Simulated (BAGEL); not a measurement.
**CH2NOSi (SMILES O=C=N[SiH2]): a chain of runs**

Wanted: a single-point energy (UHF/cc-pVDZ), then the energy (UHF/aug-cc-pVDZ), then a single-point energy (UHF/cc-pVTZ), then a single-point energy (UHF/aug-cc-pVTZ) of CH2NOSi. 

Program for the calculation: BAGEL 1.2.2.

## 1. The system as given

CH2NOSi has 6 atoms, charge 0, and is taken as a doublet. As SMILES, `O=C=N[SiH2]`. The shape is that of a PBE0-D4/def2-TZVP optimisation.

Bond lengths: O1–C2 1.164 Å, C2–N3 1.195 Å, N3–Si4 1.706 Å, Si4–H5 1.486 Å, Si4–H6 1.486 Å. Angles: O1–C2–N3 178.3°, C2–N3–Si4 162.2°, N3–Si4–H5 108.6°, N3–Si4–H6 108.6°, H5–Si4–H6 111.4°.

## 2. The energy at UHF/cc-pVDZ (density fitting with tzvpp-jkfit, property dipole) (run 1)

Input file calc.json:

```json
{ "bagel": [

{
  "title": "molecule",
  "basis": "cc-pvdz.json",
  "df_basis": "tzvpp-jkfit",
  "angstrom": true,
  "geometry": [
    { "atom": "O", "xyz": [    1.089700,   -2.025700,    1.610400 ] },
    { "atom": "C", "xyz": [    0.648500,   -1.177800,    0.945400 ] },
    { "atom": "N", "xyz": [    0.216300,   -0.284900,    0.279200 ] },
    { "atom": "Si", "xyz": [   -0.683300,    0.591600,   -0.875300 ] },
    { "atom": "H", "xyz": [    0.261300,    1.214200,   -1.839100 ] },
    { "atom": "H", "xyz": [   -1.490500,    1.618700,   -0.166800 ] }
  ]
},
{ "title": "uhf", "nopen": 1 },
{ "title": "print", "file": "orbitals.molden", "orbitals": true }

]}
```

The basis set cc-pVDZ is read from a file made from the Basis Set Exchange's data (not shown).

Command:

```bash
$ BAGEL_NUM_THREADS=1 BAGEL calc.json > calc.out
```

What it wrote:

```text
* using 1 threads per process

  ===============================================================
  ===============================================================

  *** Geometry ***

  { "atom" : "O", "xyz" : [      2.059235,     -3.828018,      3.043215 ] },
  { "atom" : "C", "xyz" : [      1.225487,     -2.225719,      1.786547 ] },
  { "atom" : "N", "xyz" : [      0.408748,     -0.538383,      0.527612 ] },
  { "atom" : "Si", "xyz" : [     -1.291250,      1.117962,     -1.654077 ] },
  { "atom" : "H", "xyz" : [      0.493785,      2.294505,     -3.475395 ] },
  { "atom" : "H", "xyz" : [     -2.816637,      3.058900,     -0.315206 ] },

  Number of auxiliary basis functions:      393

  Since a DF basis is specified, we compute 2- and 3-index integrals:
    o Being stored without compression. Storage requirement is 0.015 GB

  Number of basis functions:       70
  Number of electrons      :       37

    * METHOD: MOLECULE                             0.11

  *** Open-shell HF ***

  === Nuclear Repulsion ===
   130.1383133111

      * DIIS with orbital gradients will be used.

  === UHF iteration (cc-pvdz.json) ===
      0       -457.09549275          0.03693782           0.06
      1       -457.21953496          0.02607480           0.06
      2       -457.25870812          0.01744980           0.06
[... 16 lines of this table left out ...]
     19       -457.28877248          0.00000001           0.06
    * SCF iteration converged.

    * S^2 (UHF) is 0.7549

    * Permanent dipole moment:
           (    0.439502,    -0.447175,     0.567967) a.u.

    * METHOD: UHF                                  1.25

    * METHOD: PRINT                                0.01

  ===============================================================
```

It took 1.6 s on 1 thread of Arm Neoverse V2, shared host; peak memory 0.086 GiB.

## 3. A single-point energy at UHF/aug-cc-pVDZ (density fitting with tzvpp-jkfit, property dipole) (run 2)

Input file input.json:

```json
{ "bagel" : [

{
  "title" : "molecule",
  "basis" : "aug-cc-pvdz.json",
  "df_basis" : "tzvpp-jkfit",
  "angstrom" : true,
  "geometry" : [
    { "atom" : "O", "xyz" : [    1.089700,   -2.025700,    1.610400 ] },
    { "atom" : "C", "xyz" : [    0.648500,   -1.177800,    0.945400 ] },
    { "atom" : "N", "xyz" : [    0.216300,   -0.284900,    0.279200 ] },
    { "atom" : "Si", "xyz" : [   -0.683300,    0.591600,   -0.875300 ] },
    { "atom" : "H", "xyz" : [    0.261300,    1.214200,   -1.839100 ] },
    { "atom" : "H", "xyz" : [   -1.490500,    1.618700,   -0.166800 ] }
  ]
},
{ "title" : "uhf", "nopen" : 1 },
{ "title" : "print", "file" : "orbitals.molden", "orbitals" : true }

]}
```

The basis set aug-cc-pVDZ is read from a file made from the Basis Set Exchange's data (not shown).

Command:

```bash
$ BAGEL_NUM_THREADS=1 BAGEL input.json > input.out
```

What it wrote:

```text
* using 1 threads per process

  ===============================================================
  ===============================================================

  *** Geometry ***

  { "atom" : "O", "xyz" : [      2.059235,     -3.828018,      3.043215 ] },
  { "atom" : "C", "xyz" : [      1.225487,     -2.225719,      1.786547 ] },
  { "atom" : "N", "xyz" : [      0.408748,     -0.538383,      0.527612 ] },
  { "atom" : "Si", "xyz" : [     -1.291250,      1.117962,     -1.654077 ] },
  { "atom" : "H", "xyz" : [      0.493785,      2.294505,     -3.475395 ] },
  { "atom" : "H", "xyz" : [     -2.816637,      3.058900,     -0.315206 ] },

  Number of auxiliary basis functions:      393

  Since a DF basis is specified, we compute 2- and 3-index integrals:
    o Being stored without compression. Storage requirement is 0.041 GB

  Number of basis functions:      114
  Number of electrons      :       37

    * METHOD: MOLECULE                             0.16

  *** Open-shell HF ***

  === Nuclear Repulsion ===
   130.1383133111

      * DIIS with orbital gradients will be used.

  === UHF iteration (aug-cc-pvdz.json) ===
      0       -456.99369848          0.03206145           0.10
      1       -457.21155828          0.02182002           0.11
      2       -457.27172395          0.01140404           0.10
[... 17 lines of this table left out ...]
     20       -457.30006025          0.00000001           0.10
    * SCF iteration converged.

    * S^2 (UHF) is 0.7555

    * Permanent dipole moment:
           (    0.408002,    -0.540276,     0.557339) a.u.

    * METHOD: UHF                                  2.34

    * METHOD: PRINT                                0.02

  ===============================================================
```

Wall time 2.7 s (1 thread of Arm Neoverse V2, shared host); peak memory 0.13 GiB.

Run 3 isn't shown in full; the table further down has it.

## 4. The energy at UHF/aug-cc-pVTZ (density fitting with tzvpp-jkfit, property dipole) (run 4)

Input file input.json:

```json
{ "bagel": [

{
  "title": "molecule",
  "basis": "aug-cc-pvtz.json",
  "df_basis": "tzvpp-jkfit",
  "angstrom": true,
  "geometry": [
    { "atom": "O", "xyz": [       1.089700,      -2.025700,       1.610400 ] },
    { "atom": "C", "xyz": [       0.648500,      -1.177800,       0.945400 ] },
    { "atom": "N", "xyz": [       0.216300,      -0.284900,       0.279200 ] },
    { "atom": "Si", "xyz": [      -0.683300,       0.591600,      -0.875300 ] },
    { "atom": "H", "xyz": [       0.261300,       1.214200,      -1.839100 ] },
    { "atom": "H", "xyz": [      -1.490500,       1.618700,      -0.166800 ] }
  ]
},

{
  "title": "uhf",
  "charge": 0,
  "nopen": 1
},

{
  "title": "print",
  "file": "orbitals.molden",
  "orbitals": true
}

]}
```

The basis set aug-cc-pVTZ is read from a file made from the Basis Set Exchange's data (not shown).

Command:

```bash
$ BAGEL_NUM_THREADS=1 BAGEL input.json > input.out
```

What it wrote:

```text
* using 1 threads per process

  ===============================================================
  ===============================================================

  *** Geometry ***

  { "atom" : "O", "xyz" : [      2.059235,     -3.828018,      3.043215 ] },
  { "atom" : "C", "xyz" : [      1.225487,     -2.225719,      1.786547 ] },
  { "atom" : "N", "xyz" : [      0.408748,     -0.538383,      0.527612 ] },
  { "atom" : "Si", "xyz" : [     -1.291250,      1.117962,     -1.654077 ] },
  { "atom" : "H", "xyz" : [      0.493785,      2.294505,     -3.475395 ] },
  { "atom" : "H", "xyz" : [     -2.816637,      3.058900,     -0.315206 ] },

  Number of auxiliary basis functions:      393

  Since a DF basis is specified, we compute 2- and 3-index integrals:
    o Being stored without compression. Storage requirement is 0.172 GB

  Number of basis functions:      234
  Number of electrons      :       37

    * METHOD: MOLECULE                             0.37

  *** Open-shell HF ***

  === Nuclear Repulsion ===
   130.1383133111

      * DIIS with orbital gradients will be used.

  === UHF iteration (aug-cc-pvtz.json) ===
      0       -457.13521986          0.02440858           0.29
      1       -457.28524235          0.01693828           0.31
      2       -457.32814749          0.01117327           0.31
[... 17 lines of this table left out ...]
     20       -457.36163091          0.00000001           0.31
    * SCF iteration converged.

    * S^2 (UHF) is 0.7557

    * Permanent dipole moment:
           (    0.390691,    -0.525562,     0.535676) a.u.

    * METHOD: UHF                                  6.80

    * METHOD: PRINT                                0.08

  ===============================================================
```

Wall time 7.5 s (1 thread of Arm Neoverse V2, shared host); peak memory 0.3 GiB.

## 5. All runs side by side

```tsv
run	level	energy (Eh)	dipole moment (D)	⟨S²⟩	wall time
1	UHF/cc-pVDZ (density fitting with tzvpp-jkfit, property dipole)	-457.288772	2.15	0.755	1.6 s
2	UHF/aug-cc-pVDZ (density fitting with tzvpp-jkfit, property dipole)	-457.300060	2.23	0.755	2.7 s
3	UHF/cc-pVTZ (density fitting with tzvpp-jkfit, property dipole)	-457.358807	2.10	0.755	4.2 s
4	UHF/aug-cc-pVTZ (density fitting with tzvpp-jkfit, property dipole)	-457.361631	2.15	0.756	7.5 s
```

Convergence of the total energy of doublet CH2NOSi with the basis set, against the last point:

```tsv
basis set	from the last (mEh)	wall time
cc-pVDZ	+72.858	1.6 s
aug-cc-pVDZ	+61.571	2.7 s
cc-pVTZ	+2.824	4.2 s
aug-cc-pVTZ	+0.000	7.5 s
```

Convergence of the dipole moment of doublet CH2NOSi with the basis set, against the last point:

```tsv
basis set	from the last (D)	wall time
cc-pVDZ	-0.0001	1.6 s
aug-cc-pVDZ	+0.0785	2.7 s
cc-pVTZ	-0.0542	4.2 s
aug-cc-pVTZ	+0.0000	7.5 s
```

## 6. Outcome

```
                             quantity          value
 run 4, UHF/aug-cc-pVTZ: total energy  -457.36163 Eh
run 4, UHF/aug-cc-pVTZ: dipole moment         2.15 D
         run 4, UHF/aug-cc-pVTZ: ⟨S²⟩          0.756
```

**Reading.** For the total energy of doublet CH2NOSi to stay within 10 mEh of the last point, cc-pVTZ is the first point of the series from which all later ones do (4.2 s against 7.5 s). The dipole moment (its size) runs from 2.10 D (UHF/cc-pVTZ) to 2.23 D (UHF/aug-cc-pVDZ). All runs together took 16 s, the longest 7.5 s.
